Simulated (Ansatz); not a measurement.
# CH5O2STa: one species, many methods

One table from this session's results is given with a row withheld; the runs are named, their logs left out.

Program: Ansatz 0.2.0, Gaussian basis. Level of theory: functionals in def2-TZVPP, the program's frozen cores in correlated methods. These are calculated values, not measurements.

Plan: LDA (SPW92), PBE-D4, revPBE-D4, BLYP-D4, r2SCAN-D4, B97M-V, PBE0-D4, B3LYP-D4, r2SCANh-D4, r2SCAN0-D4, HSE06-D4, BHLYP-D4, CAM-B3LYP-D4, LC-ωPBE, ωB97X-V, ωB97M-V, B2PLYP, PBE-QIDH; CCSD(T)/def2-SVP; CCSD(T)/def2-TZVPP; MP2/def2-QZVPP; extrapolation to the limit; RPA on PBE.

**Structure used throughout**

All runs share one geometry, relaxed beforehand with PBE0-D4 in a triple-zeta def2 set. Ta takes the def2 core potential; no spin-orbit term is included.

SMILES `[CH3][Ta]([OH])([OH])=[S]`, 10 atoms, charge 0, spin multiplicity 1.

Atoms are counted from 1 here; the program's logs count them from 0.

Bond lengths: C1–Ta2 2.148 Å, C1–H6 1.094 Å, C1–H7 1.094 Å, C1–H8 1.096 Å, Ta2–O3 1.890 Å, Ta2–O4 1.890 Å, Ta2–S5 2.165 Å, O3–H9 0.958 Å, O4–H10 0.958 Å. Angles: Ta2–C1–H6 111.0°, Ta2–C1–H7 111.0°, Ta2–C1–H8 109.8°, H6–C1–H7 107.8°, H6–C1–H8 108.6°, H7–C1–H8 108.6°, C1–Ta2–O3 106.5°, C1–Ta2–O4 106.5°, C1–Ta2–S5 105.6°, O3–Ta2–O4 112.5°, O3–Ta2–S5 112.6°, O4–Ta2–S5 112.6°, Ta2–O3–H9 132.4°, Ta2–O4–H10 132.4°.

The first run:

in.yaml reads:

```yaml
crystal:
  periodic: [false, false, false]
  atoms:
    - {symbol: C, position_ang: [-1.424348, -0.447125, -0.355230]}
    - {symbol: Ta, position_ang: [0.525270, 0.291208, 0.162087]}
    - {symbol: O, position_ang: [1.100338, -0.715129, 1.654545]}
    - {symbol: O, position_ang: [1.619628, 0.022390, -1.354794]}
    - {symbol: S, position_ang: [0.249090, 2.387667, 0.628314]}
    - {symbol: H, position_ang: [-2.122854, -0.324229, 0.477507]}
    - {symbol: H, position_ang: [-1.831178, 0.091688, -1.215823]}
    - {symbol: H, position_ang: [-1.362919, -1.512493, -0.606313]}
    - {symbol: H, position_ang: [1.275045, -0.476234, 2.565663]}
    - {symbol: H, position_ang: [2.055028, 0.630956, -1.952957]}
basis:
  gaussian: {orbitals: def2-TZVPP}
hamiltonian: {xc: lda}
output: {orbitals: {seedname: orbitals}}
```

Among the steps run: LDA; PBE-D4 (GGA); revPBE-D4 (GGA); BLYP-D4 (GGA); r2SCAN-D4 (meta-GGA); B97M-V (meta-GGA); PBE0-D4 (hybrid); B3LYP-D4 (hybrid); r2SCANh-D4 (hybrid); r2SCAN0-D4 (hybrid); HSE06-D4 (hybrid); BHLYP-D4 (hybrid); CAM-B3LYP-D4 (range-separated); LC-ωPBE (range-separated); ωB97X-V (range-separated); ωB97M-V (range-separated); B2PLYP (double hybrid); PBE-QIDH (double hybrid).

One table of the session follows, with a row left open; its other results are not shown here.

It belongs to the step «Orbital energies across the functionals». 

| functional | HOMO (eV) | gap (eV) |
| --- | --- | --- |
| LDA (SPW92) | -6.45 | 4.22 |
| PBE-D4 | -6.28 | 4.27 |
| revPBE-D4 | -6.22 | 4.28 |
| BLYP-D4 | -6.10 | 4.21 |
| r2SCAN-D4 | -6.54 | 4.69 |
| B97M-V | -6.54 | 4.77 |
| PBE0-D4 | -7.43 | 6.27 |
| B3LYP-D4 | -7.18 | 5.81 |
| r2SCANh-D4 | -6.97 | 5.43 |
| r2SCAN0-D4 | -7.61 | 6.56 |
| HSE06-D4 | -7.03 | 5.49 |
| BHLYP-D4 | -8.39 | 8.25 |
| CAM-B3LYP-D4 | -8.68 | 8.65 |
| LC-ωPBE | -10.02 | 11.11 |
| ωB97X-V | ? | ? |
| ωB97M-V | -9.55 | 10.48 |

**Question.** Estimate the row for ωB97X-V.

**Answer.** HOMO (eV): -9.68; gap (eV): 10.70. In the column «HOMO (eV)» it lies between LC-ωPBE (-10.02) and ωB97M-V (-9.55).
